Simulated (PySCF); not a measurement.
# C4H5Br (SMILES CC1=CC1Br): levels of theory compared

Aim: a comparison of 4 runs (HF/3-21G, HF/def2-SVP, TPSSh/3-21G, PBE0/def2-SVP) of C4H5Br. 

The results are computed with PySCF 2.14.0.

1 further run of the same task is left out (set aside as unsound or not needed).

### 1 The system as given

C4H5Br has 10 atoms, charge 0, and is taken as a singlet. SMILES: `CC1=CC1Br`. The coordinates come from a GFN2-xTB relaxation.

Bond lengths: C1–C2 1.463 Å, C2–C3 1.309 Å, C2–C4 1.482 Å, C3–C4 1.480 Å, C4–Br5 1.987 Å, C1–H6 1.088 Å, C1–H7 1.090 Å, C1–H8 1.090 Å, C3–H9 1.061 Å, C4–H10 1.081 Å. Some angles: C1–C2–C3 152.5°, C1–C2–C4 143.8°, C3–C2–C4 63.7°, C2–C3–C4 63.8°, C2–C4–C3 52.5°, C2–C4–Br5 119.4°, C3–C4–Br5 119.8°, C2–C1–H6 110.8°, C2–C1–H7 109.9°, C2–C1–H8 109.9°.

### 2 Energy and gradient at HF/3-21G (run 1)

Contents of input.xyz:

```xyz
10
C4H5Br
C     -1.023950    -0.422390     1.030800
C      0.076350    -0.202650     0.091210
C      1.028920    -0.626600    -0.700060
C      0.814700     0.837130    -0.663090
Br    -0.071190     1.745170    -2.192090
H     -1.447740     0.524900     1.357160
H     -1.805250    -1.015530     0.554840
H     -0.664730    -0.974550     1.899120
H      1.586570    -1.404140    -1.159110
H      1.506310     1.538660    -0.218800
```

Contents of calc.py:

```python
from pyscf import gto, scf

system = gto.Mole()
system.atom = 'input.xyz'
system.verbose = 4
system.spin = 0
system.max_memory = 1860
system.basis = '3-21g'
system.charge = 0
system.build()

mf = scf.RHF(system)
mf.conv_tol = 1e-10
mf.kernel()
if not mf.converged:
    mf = mf.newton().run(mf.mo_coeff, mf.mo_occ)

e_tot = mf.e_tot
print(f'total energy: {e_tot:.8f} hartree')
grad = mf.nuc_grad_method().kernel()
mf.analyze()
```

On the command line:

```
$ OMP_NUM_THREADS=1 python calc.py
```

The log of the run:

```text
PySCF version 2.14.0

[... 85 lines left out ...]
Two-electron Energy =                 1344.828143494082269
[... 8 lines left out ...]
MO #5   energy= -57.9327125852042  occ= 2
[... 6 lines left out ...]
MO #12  energy= -7.31009148351444  occ= 2
[... 6 lines left out ...]
MO #19  energy= -1.22008586066992  occ= 2
[... 6 lines left out ...]
MO #26  energy= -0.604075472002187 occ= 2
[... 6 lines left out ...]
MO #33  energy= 0.153589252468222  occ= 0
[... 6 lines left out ...]
MO #40  energy= 0.378058184326624  occ= 0
[... 6 lines left out ...]
MO #47  energy= 0.888402555147171  occ= 0
[... 6 lines left out ...]
MO #54  energy= 1.10374169152023   occ= 0
[... 6 lines left out ...]
MO #61  energy= 1.32705880089219   occ= 0
[... 6 lines left out ...]
MO #68  energy= 2.288436494561     occ= 0
[... 42 lines left out ...]
pop of  4 Br 5s           0.00679
pop of  4 Br 2px          1.99998
pop of  4 Br 2py          1.99998
pop of  4 Br 2pz          1.99998
pop of  4 Br 3px          1.99983
pop of  4 Br 3py          1.99983
pop of  4 Br 3pz          1.99977
pop of  4 Br 4px          1.83767
pop of  4 Br 4py          1.84057
pop of  4 Br 4pz          1.55172
pop of  4 Br 5px          0.00177
pop of  4 Br 5py          0.00236
pop of  4 Br 5pz          0.00261
pop of  4 Br 3dxy         1.99976
pop of  4 Br 3dyz         1.99930
pop of  4 Br 3dz^2        1.99960
pop of  4 Br 3dxz         1.99936
pop of  4 Br 3dx2-y2      1.99979
pop of  5 H 1s            0.87331
pop of  5 H 2s            0.01049
pop of  6 H 1s            0.86947
pop of  6 H 2s            0.01022
pop of  7 H 1s            0.87242
pop of  7 H 2s            0.01003
pop of  8 H 1s            0.84530
pop of  8 H 2s            0.01415
pop of  9 H 1s            0.87373
pop of  9 H 2s            0.01259
 ** Mulliken atomic charges  **
charge of    0C =     -0.26835
charge of    1C =      0.04181
charge of    2C =     -0.11323
charge of    3C =     -0.09979
charge of    4Br =     -0.16875
charge of    5H =      0.11621
charge of    6H =      0.12032
charge of    7H =      0.11755
charge of    8H =      0.14054
charge of    9H =      0.11368
Dipole moment(X, Y, Z, Debye):  0.29263, -2.26035,  2.64635
```

Wall time 9 s (1 thread of Intel Xeon at 2.50GHz (Skylake/Cascade Lake), shared host); peak memory 0.14 GiB.

### 3 Energy and forces at HF/def2-SVP (run 2)

Contents of calc.py:

```python
import pyscf.grad
from pyscf import gto

system = gto.M(
    atom='''
C     -1.934985    -0.798201     1.947930
C      0.144281    -0.382953     0.172362
C      1.944377    -1.184102    -1.322922
C      1.539560     1.581946    -1.253058
Br    -0.134530     3.297893    -4.142450
H     -2.735832     0.991917     2.564661
H     -3.411428    -1.919074     1.048496
H     -1.256158    -1.841633     3.588817
H      2.998183    -2.653440    -2.190400
H      2.846513     2.907646    -0.413472
''',
    charge=0,
    unit='bohr',
    verbose=3,
    basis='def2-svp',
    max_memory=1860,
)

mf = system.RHF()
mf.conv_tol = 1e-10
mf.kernel()
if not mf.converged:
    mf = mf.newton().run(mf.mo_coeff, mf.mo_occ)

e_final = mf.e_tot
print(f'total energy: {e_final:.8f} hartree')
grad = mf.Gradients().kernel()
mf.analyze()
```

On the command line:

```
$ OMP_NUM_THREADS=1 python calc.py
```

The log of the run:

```text
converged SCF energy = -2726.28256388211
[... 12 lines left out ...]
MO #3   energy= -58.4753308832769  occ= 2
[... 9 lines left out ...]
MO #13  energy= -7.40291902611525  occ= 2
[... 9 lines left out ...]
MO #23  energy= -0.750862149146502 occ= 2
[... 9 lines left out ...]
MO #33  energy= 0.142333917791302  occ= 0
[... 9 lines left out ...]
MO #43  energy= 0.436570086717491  occ= 0
[... 9 lines left out ...]
MO #53  energy= 0.75484772095079   occ= 0
[... 9 lines left out ...]
MO #63  energy= 0.91022180427053   occ= 0
[... 9 lines left out ...]
MO #73  energy= 1.33563113063585   occ= 0
[... 9 lines left out ...]
MO #83  energy= 1.99901571962628   occ= 0
[... 9 lines left out ...]
MO #93  energy= 2.48127293688509   occ= 0
[... 9 lines left out ...]
MO #103 energy= 3.19527030013191   occ= 0
[... 9 lines left out ...]
MO #113 energy= 4.27221389981031   occ= 0
[... 11 lines left out ...]
Dipole moment(X, Y, Z, Debye):  0.31620, -2.29647,  2.67362
```

Wall time 39 s (1 thread of Intel Xeon at 2.50GHz (Skylake/Cascade Lake), shared host); peak memory 0.27 GiB.

### 4 Energy and gradient at TPSSh/3-21G (run 3)

Contents of input.py:

```python
# CC1=CC1Br
import pyscf.grad
from pyscf import gto, dft

mol = gto.M(
    atom=[
    ('C', (-1.023950, -0.422390, 1.030800)),
    ('C', (0.076350, -0.202650, 0.091210)),
    ('C', (1.028920, -0.626600, -0.700060)),
    ('C', (0.814700, 0.837130, -0.663090)),
    ('Br', (-0.071190, 1.745170, -2.192090)),
    ('H', (-1.447740, 0.524900, 1.357160)),
    ('H', (-1.805250, -1.015530, 0.554840)),
    ('H', (-0.664730, -0.974550, 1.899120)),
    ('H', (1.586570, -1.404140, -1.159110)),
    ('H', (1.506310, 1.538660, -0.218800)),
],
    basis='3-21g',
    max_memory=1860,
    verbose=3,
)

ks = dft.RKS(mol, xc='tpssh')
ks.conv_tol = 1e-10
ks.grids.level = 5
ks.kernel()
if not ks.converged:
    ks = ks.newton().run(ks.mo_coeff, ks.mo_occ)

energy = ks.e_tot
print('E(%s) = %.9f' % ('TPSSH', energy))
grad = ks.Gradients().kernel()
dip = ks.dip_moment()
pop, q = ks.mulliken_pop()
```

On the command line:

```
$ OMP_NUM_THREADS=1 python input.py
```

The log of the run:

```text
converged SCF energy = -2716.15955424314
E(TPSSH) = -2716.159554243
--------------- RKS gradients ---------------
         x                y                z
0 C     0.0028253868     0.0013786221    -0.0016677784
1 C     0.0024122766    -0.0036773597    -0.0036773862
2 C    -0.0051520062     0.0016410452     0.0045710638
3 C    -0.0056645122    -0.0040372149    -0.0017699597
4 Br     0.0043221439    -0.0041211014     0.0068417770
5 H     0.0019342353    -0.0032254092    -0.0016617939
6 H     0.0047120513     0.0029410038     0.0012234043
7 H    -0.0005653994     0.0028485158    -0.0050139016
8 H    -0.0036612412     0.0073471110     0.0025636887
9 H    -0.0011698558    -0.0010884081    -0.0014115617
----------------------------------------------
Dipole moment(X, Y, Z, Debye):  0.15949, -2.12720,  2.48274
 ** Mulliken pop  **
pop of  0 C 1s            1.98744
pop of  0 C 2s            0.36655
pop of  0 C 3s            1.21256
pop of  0 C 2px           0.55665
pop of  0 C 2py           0.57779
pop of  0 C 2pz           0.55999
pop of  0 C 3px           0.45160
pop of  0 C 3py           0.55409
pop of  0 C 3pz           0.47551
pop of  1 C 1s            1.98636
pop of  1 C 2s            0.41249
pop of  1 C 3s            0.84760
pop of  1 C 2px           0.55694
pop of  1 C 2py           0.58232
pop of  1 C 2pz           0.52179
pop of  1 C 3px           0.33124
pop of  1 C 3py           0.34949
pop of  1 C 3pz           0.35520
pop of  2 C 1s            1.98657
pop of  2 C 2s            0.40495
pop of  2 C 3s            0.94370
pop of  2 C 2px           0.56325
pop of  2 C 2py           0.57090
pop of  2 C 2pz           0.52456
pop of  2 C 3px           0.37191
pop of  2 C 3py           0.36065
pop of  2 C 3pz           0.39518
pop of  3 C 1s            1.98695
pop of  3 C 2s            0.36874
pop of  3 C 3s            1.08336
pop of  3 C 2px           0.55312
pop of  3 C 2py           0.54881
pop of  3 C 2pz           0.48950
pop of  3 C 3px           0.52871
pop of  3 C 3py           0.34547
pop of  3 C 3pz           0.50136
pop of  4 Br 1s           1.99981
pop of  4 Br 2s           1.99668
pop of  4 Br 3s           2.00216
pop of  4 Br 4s           0.81977
pop of  4 Br 5s           1.13824
pop of  4 Br 2px          1.99645
pop of  4 Br 2py          1.99644
pop of  4 Br 2pz          1.99615
pop of  4 Br 3px          1.98614
pop of  4 Br 3py          1.98625
pop of  4 Br 3pz          1.98413
pop of  4 Br 4px          0.81087
pop of  4 Br 4py          0.81638
pop of  4 Br 4pz          0.72338
pop of  4 Br 5px          0.99967
pop of  4 Br 5py          0.99592
pop of  4 Br 5pz          0.76120
pop of  4 Br 3dxy         1.99924
pop of  4 Br 3dyz         1.99772
pop of  4 Br 3dz^2        1.99874
pop of  4 Br 3dxz         1.99796
pop of  4 Br 3dx2-y2      1.99934
pop of  5 H 1s            0.47318
pop of  5 H 2s            0.28207
pop of  6 H 1s            0.46892
pop of  6 H 2s            0.28054
pop of  7 H 1s            0.46972
pop of  7 H 2s            0.28579
pop of  8 H 1s            0.47763
pop of  8 H 2s            0.30709
pop of  9 H 1s            0.47692
pop of  9 H 2s            0.26220
 ** Mulliken atomic charges  **
charge of    0C =     -0.74218
charge of    1C =      0.05656
charge of    2C =     -0.12167
charge of    3C =     -0.40600
charge of    4Br =     -0.00265
charge of    5H =      0.24476
charge of    6H =      0.25054
charge of    7H =      0.24449
charge of    8H =      0.21528
charge of    9H =      0.26088
```

It took 70 s on 1 thread of Intel Xeon at 2.50GHz (Skylake/Cascade Lake), shared host; peak memory 0.68 GiB.

### 5 Energy and gradient at PBE0/def2-SVP (run 4)

Contents of calc.py:

```python
from pyscf import gto, dft

molecule = gto.M(
    atom=[
    ('C', (-1.023950, -0.422390, 1.030800)),
    ('C', (0.076350, -0.202650, 0.091210)),
    ('C', (1.028920, -0.626600, -0.700060)),
    ('C', (0.814700, 0.837130, -0.663090)),
    ('Br', (-0.071190, 1.745170, -2.192090)),
    ('H', (-1.447740, 0.524900, 1.357160)),
    ('H', (-1.805250, -1.015530, 0.554840)),
    ('H', (-0.664730, -0.974550, 1.899120)),
    ('H', (1.586570, -1.404140, -1.159110)),
    ('H', (1.506310, 1.538660, -0.218800)),
],
    verbose=4,
    charge=0,
    basis='def2-svp',
    max_memory=1860,
)

myscf = dft.RKS(molecule, xc='pbe0')
myscf.grids.level = 5
myscf.conv_tol = 1e-10
myscf.kernel()
if not myscf.converged:
    myscf = myscf.newton().run(myscf.mo_coeff, myscf.mo_occ)

energy = myscf.e_tot
print('E(%s) = %.9f' % ('PBE0', energy))
grad = myscf.nuc_grad_method().kernel()
dip = myscf.dip_moment()
pop, q = myscf.mulliken_pop()
```

On the command line:

```
$ OMP_NUM_THREADS=1 python calc.py
```

The log of the run:

```text
PySCF version 2.14.0

[... 79 lines left out ...]
converged SCF energy = -2728.59895951536
[... 13 lines left out ...]
Dipole moment(X, Y, Z, Debye):  0.15664, -2.15814,  2.51474
[... 85 lines left out ...]
pop of  4 Br 5dyz         0.02080
pop of  4 Br 5dz^2        0.02070
pop of  4 Br 5dxz         0.02245
pop of  4 Br 5dx2-y2      0.01400
pop of  5 H 1s            0.73783
pop of  5 H 2s            0.17402
pop of  5 H 2px           0.00611
pop of  5 H 2py           0.01294
pop of  5 H 2pz           0.00559
pop of  6 H 1s            0.73115
pop of  6 H 2s            0.16700
pop of  6 H 2px           0.01022
pop of  6 H 2py           0.00832
pop of  6 H 2pz           0.00683
pop of  7 H 1s            0.73271
pop of  7 H 2s            0.17133
pop of  7 H 2px           0.00584
pop of  7 H 2py           0.00794
pop of  7 H 2pz           0.01158
pop of  8 H 1s            0.74627
pop of  8 H 2s            0.19408
pop of  8 H 2px           0.00835
pop of  8 H 2py           0.01130
pop of  8 H 2pz           0.00710
pop of  9 H 1s            0.73919
pop of  9 H 2s            0.14494
pop of  9 H 2px           0.00920
pop of  9 H 2py           0.00826
pop of  9 H 2pz           0.00573
 ** Mulliken atomic charges  **
charge of    0C =      0.02787
charge of    1C =      0.03261
charge of    2C =     -0.10700
charge of    3C =     -0.11583
charge of    4Br =     -0.17380
charge of    5H =      0.06350
charge of    6H =      0.07648
charge of    7H =      0.07060
charge of    8H =      0.03289
charge of    9H =      0.09269
```

It took 1.7 min on 1 thread of Intel Xeon at 2.50GHz (Skylake/Cascade Lake), shared host; peak memory 1.1 GiB.

### 6 The series

| run | level | integration grid | energy (Eh) | dipole moment (D) | HOMO energy (eV) | LUMO energy (eV) | wall time |
| --- | --- | --- | --- | --- | --- | --- | --- |
| 1 | HF/3-21G | – | -2713.466941 | 3.49 | -9.56 | 4.18 | 9 s |
| 2 | HF/def2-SVP | – | -2726.282564 | 3.54 | -9.81 | 3.87 | 39 s |
| 3 | TPSSh/3-21G | 5 | -2716.159554 | 3.27 | -6.25 | -0.44 | 70 s |
| 4 | PBE0/def2-SVP | 5 | -2728.598960 | 3.32 | -7.12 | -0.17 | 1.7 min |

### 7 Results

```
                       quantity           value
            run 4: total energy  -2728.59896 Eh
           run 4: dipole moment          3.32 D
             run 4: HOMO energy        -7.12 eV
             run 4: LUMO energy        -0.17 eV
           run 4: HOMO–LUMO gap         6.95 eV
run 4: largest force on an atom      1.377 eV/Å
```

What this shows: The dipole moment (its size) runs from 3.27 D (TPSSh/3-21G) to 3.54 D (HF/def2-SVP). The two ends differ in method and basis. The HOMO–LUMO gap runs from 5.82 eV (TPSSh/3-21G) to 13.74 eV (HF/3-21G). Exact exchange widens orbital gaps. Totals of different functionals can't be ranked against each other. All runs together took 3.7 min, the longest 1.7 min.
